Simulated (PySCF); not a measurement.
# C4H4F4O2: electronic excitations

What electronic excitations should C4H4F4O2 (`FC(F)[C@@H]1O[C@@H](F)O[C@H]1F`) show?

The runs use PySCF 2.14.0, with density-fitted response routines of our own; the level of theory stands in each step. All values are computed, except where a source is named. Atoms are numbered from 0 throughout.

## Step 1: The starting structure

14 atoms, charge 0, multiplicity 1; geometry from: GFN2-xTB.

Bonds of the start (Å): F0–C1 1.35, C1–F2 1.35, C1–C3 1.53, C3–O4 1.42, O4–C5 1.37, C5–F6 1.37, C5–O7 1.37, O7–C8 1.39, C8–F9 1.36, C8–C3 1.55, C1–H10 1.10, C3–H11 1.10, C5–H12 1.09, C8–H13 1.09.

## Step 2: TDDFT and polarisability: B3LYP/def2-SVPD

The job: settings as JSON, then the geometry in Å.

```
{"job": {"kind": "uv", "xc": "B3LYP", "basis": "def2-SVPD", "nstates": 8, "ntriplets": 3}, "charge": 0, "multiplicity": 1}
F     -1.768455    -0.166721     1.430307
C     -1.740843    -0.468729     0.115543
F     -2.648813     0.330152    -0.481928
C     -0.353460    -0.207836    -0.475097
O      0.549428    -1.183149     0.017772
C      1.705986    -0.526989     0.350199
F      2.528197    -0.479661    -0.748021
O      1.374147     0.747220     0.739716
C      0.276361     1.130933    -0.013016
F      0.659139     1.854732    -1.103775
H     -2.049435    -1.516743    -0.006330
H     -0.414487    -0.236304    -1.570946
H      2.257009    -1.052254     1.136930
H     -0.375451     1.774874     0.586480
```

Method: TDDFT B3LYP/def2-SVPD, vertical, gas phase, core orbitals frozen in the response.

Command:

```sh
OMP_NUM_THREADS=1 python probes_run.py task.json out
```

This one command runs all jobs of the session in turn.

What will the session give for the following? lowest singlet (B3LYP/def2-SVPD); brightest single state of those computed; lowest triplet; surface potential, 1st and 99th percentile. Wanted: lowest singlet; brightest single state of those computed; lowest triplet; surface potential, 1st and 99th percentile.

As calculated:

| quantity | value |
| --- | --- |
| lowest singlet (B3LYP/def2-SVPD) | 8.56 eV (145 nm), f = 0.008 |
| brightest single state of those computed | state 8, 9.47 eV, f = 0.023 |
| lowest triplet | 8.29 eV |
| surface potential, 1st and 99th percentile | -0.85 V and 1.66 V |

What this shows: The first singlet state (HOMO→LUMO 0.83, HOMO→LUMO+1 0.10) lies at 8.56 eV and is weak; of the 8 states computed, the strongest absorption comes from states 6 to 8 together at 9.47 eV (the last computed, so partners may be missing). The lowest triplet lies 0.27 eV below the lowest singlet (triplets in Tamm-Dancoff, singlets in full TDDFT). States above −ε(HOMO) lie where TDDFT describes them poorly and they hang on the basis; the brightest is among them.
